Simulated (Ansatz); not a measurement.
# Mo2C (P-3m1): series of slab calculations

A script is to give a series of slab calculations; the system is Mo2C (P-3m1).

Computed with the Python package of Ansatz 0.2.0. Level of theory: DFT PBEsol, plane waves, PAW.

## 1. Starting point

It takes space group P-3m1 (No. 164, trigonal). Conventional cell: a = 3.056 Å, b = 3.056 Å, c = 4.639 Å, α = 90.00°, β = 90.00°, γ = 120.00°. Mo (site symmetry 3m) has 3 C at 2.11 Å as nearest neighbours. Around C (site symmetry -3m) lie 6 Mo at 2.11 Å.

The script holds or builds the structure itself.

## 2. The code

Input file field.py:

```python
"""A slab of Mo2C in an electric field."""

import ansatz as az
from ase import Atoms
from ase.build import surface
import numpy as np
import pandas as pd

SETTINGS = {
    "xc": "pbesol",
    "occupations": "Fermi-Dirac",
    "width_ev": 0.15,
    "kmesh": (6, 6, 1),
}

atoms = Atoms(
    ["Mo", "Mo", "C"],
    scaled_positions=[
        (1 / 3, 2 / 3, 0.24976843),
        (2 / 3, 1 / 3, 0.75023157),
        (0.0, 0.0, 0.5),
    ],
    cell=[
        (3.0560497, 0.0, 0.0),
        (-1.52802485, 2.64661668, 0.0),
        (0.0, 0.0, 4.63895685),
    ],
    pbc=True,
)
# the plane is named in the basis of this cell
rows = []
for value in [-0.1, -0.05, 0.0, 0.05, 0.1]:
    slab = surface(atoms, (0, 0, 1), 2, vacuum=7.0)
    slab.pbc = True
    setup = (
        az.Crystal.from_ase(slab).calculation()
        .functional(SETTINGS["xc"])
        .basis(41 * az.Ry)
        .occupations(SETTINGS["occupations"], width=SETTINGS["width_ev"])
        .kpoints(*SETTINGS["kmesh"])  # sampling of the Brillouin zone
        .electric_field(axis=3, dipole_correction=True, amplitude=value)
    )
    report = setup.run().report
    face = report["work_function"]
    rows.append((value, len(slab), report["free_energy_ev"], face["dipole_moment_e_ang"], face.get("phi_plus_ev"), face.get("phi_minus_ev")))

print(pd.DataFrame(rows, columns=["field (V/A)", "atoms", "F (eV)", "dipole (e A)", "phi upper (eV)", "phi lower (eV)"]).round(4).to_string(index=False))
print(f"induced dipole per field: {np.polyfit([row[0] for row in rows], [row[3] for row in rows], 1)[0]:.3f} e A^2/V")
```

## 3. The calls as engine input

The package turns the script's settings into the engine's input (first run):

```yaml
crystal:
  lattice:
    - [3.0560497, 0.0, 0.0]
    - [-1.52802485, 2.6466166799999997, 0.0]
    - [0.0, -0.0, 20.960583761475508]
  atoms:
    - { symbol: Mo, position: [0.33333333333333337, 0.6666666666666666, 0.33396016445236826] }
    - { symbol: Mo, position: [0.6666666666666669, 0.3333333333333333, 0.44472172233142604] }
    - { symbol: C, position: [0.0, 0.0, 0.3893409433918971] }
    - { symbol: Mo, position: [0.33333333333333337, 0.6666666666666666, 0.555278277668574] }
    - { symbol: Mo, position: [0.6666666666666669, 0.3333333333333333, 0.6660398355476318] }
    - { symbol: C, position: [0.0, 0.0, 0.6106590566081028] }
basis:
  ecutwfc: 557.833418042754
kpoints:
  mp_grid:
    grid: [6, 6, 1]
hamiltonian:
  xc: pbesol
efield:
  axis: 3
  amplitude: -0.1
  dipole_correction: true
scf:
  occupations:
    method: fermi_dirac
    width: 0.15
```

## 4. The run

Started as:

```
python field.py
```

Without the output at hand: what should come out? Wanted: range of energy; lowest point, efield.amplitude.

The runs gave:

| quantity | value |
| --- | --- |
| runs compared | 5 |
| range of energy | 0.41 meV/atom |
| lowest point, efield.amplitude | 0.10 |

In words: The lowest point is at the last value of the scan; the highest lies 0.4 meV/atom above it. Notes:
- The density doesn't vanish in the vacuum (a short gap or a low cutoff), which blurs the vacuum level.
- For a metal this k-point mesh is coarse: on a finer one energies can move by several to tens of meV an atom and pressures by half a GPa or more, differences at one mesh by less.
- The smearing is wide enough that free energy and stress hold a thermal part of the electrons.
- This cell is a computed structure, which may not be the phase found in nature.
- The slabs are thin, unrelaxed cuts of the structure as given, on a modest mesh, so the surface energy isn't converged; Miller indices refer to the cell as typed, and unlike faces give only a mean.
